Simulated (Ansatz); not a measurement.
# C₅H₂BClF₆O₃: one species, many methods

How much do the methods differ for C₅H₂BClF₆O₃? The plan is to run it at one geometry with functionals of several rungs and with coupled cluster, and see how far each lands from CCSD(T) at the basis-set limit for the atomisation energy.

The runs use Ansatz 0.2.0, Gaussian basis; functionals in def2-TZVPP, the program's frozen cores in correlated methods.

Plan: LDA (SPW92), PBE-D4, revPBE-D4, BLYP-D4, r2SCAN-D4, B97M-V, PBE0-D4, B3LYP-D4, r2SCANh-D4, r2SCAN0-D4, HSE06-D4, BHLYP-D4, CAM-B3LYP-D4, LC-ωPBE, ωB97X-V, ωB97M-V, B2PLYP, PBE-QIDH; CCSD(T)/def2-SVP; CCSD(T)/def2-TZVPP; MP2/def2-QZVPP; extrapolation to the limit; RPA on PBE.

## Step 1: Structure used throughout

All runs share one geometry, relaxed beforehand with PBE0-D4 in a triple-zeta def2 set.

SMILES `O[B-]1(Cl)OC(C(F)(F)F)=CC(C(F)(F)F)=[O+]1`, 18 atoms, charge 0, spin multiplicity 1.

Atoms are counted from 1 here; the program's logs count them from 0.

Bond lengths: O1–B2 1.375 Å, O1–H17 0.957 Å, B2–Cl3 1.835 Å, B2–O4 1.534 Å, B2–O16 1.534 Å, O4–C5 1.263 Å, C5–C6 1.529 Å, C5–C10 1.383 Å, C6–F7 1.326 Å, C6–F8 1.331 Å, C6–F9 1.328 Å, C10–C11 1.383 Å, C10–H18 1.076 Å, C11–C12 1.529 Å, C11–O16 1.263 Å, C12–F13 1.326 Å, C12–F14 1.331 Å, C12–F15 1.328 Å. Angles: B2–O1–H17 113.3°, O1–B2–Cl3 117.6°, O1–B2–O4 109.6°, O1–B2–O16 109.6°, Cl3–B2–O4 106.8°, Cl3–B2–O16 106.8°, O4–B2–O16 105.6°, B2–O4–C5 122.4°, O4–C5–C6 113.8°, O4–C5–C10 124.6°, C6–C5–C10 121.5°, C5–C6–F7 110.0°, C5–C6–F8 111.0°, C5–C6–F9 109.9°, F7–C6–F8 108.5°, F7–C6–F9 108.8°, F8–C6–F9 108.5°, C5–C10–C11 115.3° and more.

## Step 2: LDA

This LDA is Slater exchange with PW92 correlation.

File in.yaml:

```yaml
crystal:
  periodic: [false, false, false]
  atoms:
    - {symbol: O, position_ang: [1.017933, -0.414519, 2.789407]}
    - {symbol: B, position_ang: [0.081378, -0.536980, 1.790291]}
    - {symbol: Cl, position_ang: [-1.482003, -1.409842, 2.192102]}
    - {symbol: O, position_ang: [-0.306413, 0.854665, 1.274137]}
    - {symbol: C, position_ang: [-0.511537, 1.090786, 0.049965]}
    - {symbol: C, position_ang: [-1.058283, 2.492071, -0.225915]}
    - {symbol: F, position_ang: [-2.195417, 2.673538, 0.431329]}
    - {symbol: F, position_ang: [-1.287924, 2.666843, -1.525037]}
    - {symbol: F, position_ang: [-0.181473, 3.405616, 0.173919]}
    - {symbol: C, position_ang: [-0.229775, 0.209467, -0.977975]}
    - {symbol: C, position_ang: [0.451267, -0.934915, -0.604567]}
    - {symbol: C, position_ang: [1.027492, -1.897095, -1.644187]}
    - {symbol: F, position_ang: [0.563185, -3.121571, -1.437146]}
    - {symbol: F, position_ang: [0.695507, -1.521406, -2.876913]}
    - {symbol: F, position_ang: [2.352075, -1.919651, -1.552686]}
    - {symbol: O, position_ang: [0.700186, -1.264407, 0.589513]}
    - {symbol: H, position_ang: [0.744614, -0.813997, 3.615005]}
    - {symbol: H, position_ang: [-0.418512, 0.452995, -2.009338]}
basis:
  gaussian: {orbitals: def2-TZVPP}
hamiltonian: {xc: lda}
output: {orbitals: {seedname: orbitals}}
```

On the command line:

```bash
$ ansatz run in.yaml --threads 10 --pin off --events-out ev --progress --plain --max-ram 110592MiB --backend cuda --devices 0, --max-vram 75GiB
```

The runs that follow: PBE-D4 (GGA); revPBE-D4 (GGA); BLYP-D4 (GGA); r2SCAN-D4 (meta-GGA); B97M-V (meta-GGA); B3LYP-D4 (hybrid); r2SCANh-D4 (hybrid); r2SCAN0-D4 (hybrid); HSE06-D4 (hybrid); BHLYP-D4 (hybrid); CAM-B3LYP-D4 (range-separated); LC-ωPBE (range-separated); ωB97X-V (range-separated); ωB97M-V (range-separated); B2PLYP (double hybrid); PBE-QIDH (double hybrid); CCSD(T) in def2-SVP; CCSD(T) in def2-TZVPP; MP2 in def2-QZVPP; RPA on PBE orbitals.

**Question.** What will the summary of the whole plan be? Wanted: atomisation energy, CCSD(T)/CBS; farthest beyond LDA; mean size of error, GGA; mean size of error, meta-GGA; mean size of error, hybrid; mean size of error, range-separated; mean size of error, double hybrid; gap, smallest and largest; T1 diagnostic.

As calculated:

| quantity | value |
| --- | --- |
| atomisation energy, CCSD(T)/CBS | 8231.0 kJ/mol |
| functionals within 41.2 kJ/mol (0.5 %) | B3LYP-D4, r2SCANh-D4, PBE-QIDH |
| farthest beyond LDA | PBE-D4 (+482.0 kJ/mol) |
| mean size of error, GGA | 236.3 kJ/mol |
| mean size of error, meta-GGA | 109.9 kJ/mol |
| mean size of error, hybrid | 158.4 kJ/mol |
| mean size of error, range-separated | 80.3 kJ/mol |
| mean size of error, double hybrid | 45.6 kJ/mol |
| gap, smallest and largest | 2.70 eV (LDA (SPW92)), 9.80 eV (LC-ωPBE) |
| T1 diagnostic | 0.0152 |
| triples share of the correlation energy | 3.8 % |

The LDA atomisation energy is off by 1868.7 kJ/mol (23 %): it overbinds. PBE-D4 is off by +482.0 kJ/mol. Double hybrids carry the basis error of their MP2 part in triple zeta, and no dispersion term here, so their miss is partly the set-up's. By mean error the best rung here is double hybrid (45.6 kJ/mol) and the worst beyond LDA is GGA (236.3 kJ/mol). Misses under about 41.2 kJ/mol are within the doubt on the reference itself, which lacks core-valence correlation, relativity and higher excitations. Hartree-Fock recovers 68 % of the binding; the rest is correlation. CCSD(T) in def2-SVP is off by -356.0 kJ/mol, more than most functionals: a good method in a small basis is no reference. Orbital gaps span 2.7 to 9.8 eV; exact exchange widens them.
